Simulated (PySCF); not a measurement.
# Ga: excitation energy in x2c-TZVPPall plus 1 even-tempered diffuse shell per l

Each state of gallium is computed at each level; their differences give the excitation energy. How far do the methods differ?

Method: unrestricted determinants in a Gaussian basis, no spin-orbit coupling in the energies. Code: PySCF 2.14.0.

### 1 The system

```
Element                                   : gallium (Z = 31)
Basis                                     : x2c-TZVPPall with one added diffuse shell each of s, p, d type (7s6p5d1f, 57 functions)
Hamiltonian                               : the spin-free X2C one-electron Hamiltonian (Gaussian nucleus)
State 1                                   : Ga: [Ar] 3d10 4s1 4p2, high-spin 4P determinant (an excited configuration)
Needed too, but not shown                 : Ga [Ar] 3d10 4s2 4p1 (2P)
Methods                                   : CCSD(T)
Core shells frozen in the correlated runs : valence and next inner shell: [Ne] (for Ga)
```

Outer shells as boxes (Hund's rule):

Ga [Ar] 3d10 4s1 4p2
```
[Ar] core
3d [↑↓][↑↓][↑↓][↑↓][↑↓]
4s [↑ ]
4p [↑ ][↑ ][  ]
```

The runs were made by one driver on top of PySCF. The scripts below sum up each run's settings (the driver also hands on starting orbitals that pick excited configurations, and frozen orbitals as a list rather than a count), and the logs come from the driver's own runs. The driver starts from symmetry-adapted Hartree-Fock orbitals, holds the occupation by maximum overlap and uses a logarithmic radial grid for functionals, so a plain start would take other cycles.

The integrals over 57 functions and the set-up took 0.44 s of CPU time.

### 2 Ga [Ar] 3d10 4s1 4p2: CCSD(T) (valence and next inner shell)

Level: CCSD(T) (valence and next inner shell).

File input.py:

```python
from pyscf import gto, scf, dft, mp, cc
import basis_set_exchange as bse
mol = gto.M(atom="Ga 0 0 0", charge=0, spin=3, symmetry="D2h",
            basis=gto.basis.parse(bse.get_basis("x2c-TZVPPall", elements=["Ga"], fmt="nwchem", augment_diffuse=1)),
            nucmod="G")
mf = scf.UHF(mol).sfx2c1e()
mf.irrep_nelec = {'Ag': (6, 5), 'B1g': (1, 1), 'B2g': (1, 1), 'B3g': (1, 1), 'B1u': (3, 2), 'B2u': (3, 2), 'B3u': (2, 2)}
mf.kernel()
mycc = cc.CCSD(mf, frozen=5).run()
mycc.ccsd_t()
```

Log:

```text
CC2 = 0
CCSD nocc = (np.int64(12), np.int64(9)), nmo = (52, 52)
frozen orbitals [[0, 1, 2, 3, 4], [0, 1, 2, 3, 4]]
max_cycle = 100
direct = 0
conv_tol = 1e-08
conv_tol_normt = 1e-06
diis_space = 8
diis_start_cycle = 0
Init t2, MP2 energy = -0.305169535818047
Init E_corr(UCCSD) = -0.305169535818491
cycle = 1  E_corr(UCCSD) = -0.260504735484554  dE = 0.0446648003  norm(t1,t2) = 0.0836744
cycle = 2  E_corr(UCCSD) = -0.281430673088849  dE = -0.0209259376  norm(t1,t2) = 0.0298876
cycle = 3  E_corr(UCCSD) = -0.277285986202281  dE = 0.00414468689  norm(t1,t2) = 0.014684
cycle = 4  E_corr(UCCSD) = -0.277678903541078  dE = -0.000392917339  norm(t1,t2) = 0.00305744
cycle = 5  E_corr(UCCSD) = -0.277823434803641  dE = -0.000144531263  norm(t1,t2) = 0.000639379
cycle = 6  E_corr(UCCSD) = -0.277812844316305  dE = 1.05904873e-05  norm(t1,t2) = 0.000254223
cycle = 7  E_corr(UCCSD) = -0.277803003786869  dE = 9.84052944e-06  norm(t1,t2) = 6.43658e-05
cycle = 8  E_corr(UCCSD) = -0.277805882920966  dE = -2.8791341e-06  norm(t1,t2) = 2.25785e-05
cycle = 9  E_corr(UCCSD) = -0.277806908675547  dE = -1.02575458e-06  norm(t1,t2) = 7.65516e-06
cycle = 10  E_corr(UCCSD) = -0.277806387508603  dE = 5.21166944e-07  norm(t1,t2) = 3.14773e-06
cycle = 11  E_corr(UCCSD) = -0.277806423206615  dE = -3.56980116e-08  norm(t1,t2) = 1.36325e-06
cycle = 12  E_corr(UCCSD) = -0.27780647417515  dE = -5.09685358e-08  norm(t1,t2) = 4.24667e-07
cycle = 13  E_corr(UCCSD) = -0.277806453171  dE = 2.10041503e-08  norm(t1,t2) = 1.36051e-07
cycle = 14  E_corr(UCCSD) = -0.277806455784412  dE = -2.61341215e-09  norm(t1,t2) = 3.03096e-08
UCCSD converged
E(UCCSD) = -1942.324966743942  E_corr = -0.2778064557844123
UCCSD(T) correction = -0.00726378363621391
```

CPU time 14 s on a shared host, the integrals not counted.

CCSD correlation -0.27781 hartree, triples -0.00726; total -1942.332231. T1 = 0.009, largest double amplitude 0.037.

### 3 The energy differences

Excitation energy: Ga [Ar] 3d10 4s2 4p1 (2P) → Ga [Ar] 3d10 4s1 4p2 (4P).

| method | value (eV) | less CCSD(T) (valence and next inner shell) (eV) |
| --- | --- | --- |
| UHF | 3.333 | -1.173 |
| MP2 (valence and next inner shell) | 4.290 | -0.215 |
| SCS-MP2 (valence and next inner shell) | 4.536 | +0.031 |
| CCSD (valence and next inner shell) | 4.435 | -0.070 |
| CCSD(T) (valence and next inner shell) | 4.505 | +0.000 |

The differences also use runs on Ga [Ar] 3d10 4s2 4p1 (2P), which are not shown here. The runs at UHF, MP2 (valence and next inner shell) are not shown; their differences are listed all the same.

### 4 What came out

| quantity | value |
| --- | --- |
| excitation energy, Ga → [Ar] 3d10 4s1 4p2 | UHF 3.333, CCSD(T) (valence and next inner shell) 4.505 eV |

Each level's miss (mean over 1 difference):

| method | mean absolute miss against CCSD(T) (valence and next inner shell) (eV) |
| --- | --- |
| UHF | 1.173 |
| MP2 (valence and next inner shell) | 0.215 |
| SCS-MP2 (valence and next inner shell) | 0.031 |
| CCSD (valence and next inner shell) | 0.070 |
| CCSD(T) (valence and next inner shell) | 0.000 |

What this shows: The methods span 1.203 eV, from UHF (3.333) to SCS-MP2 (valence and next inner shell) (4.536). No reference value is at hand in this session. The basis is finite, and no extrapolation was made.
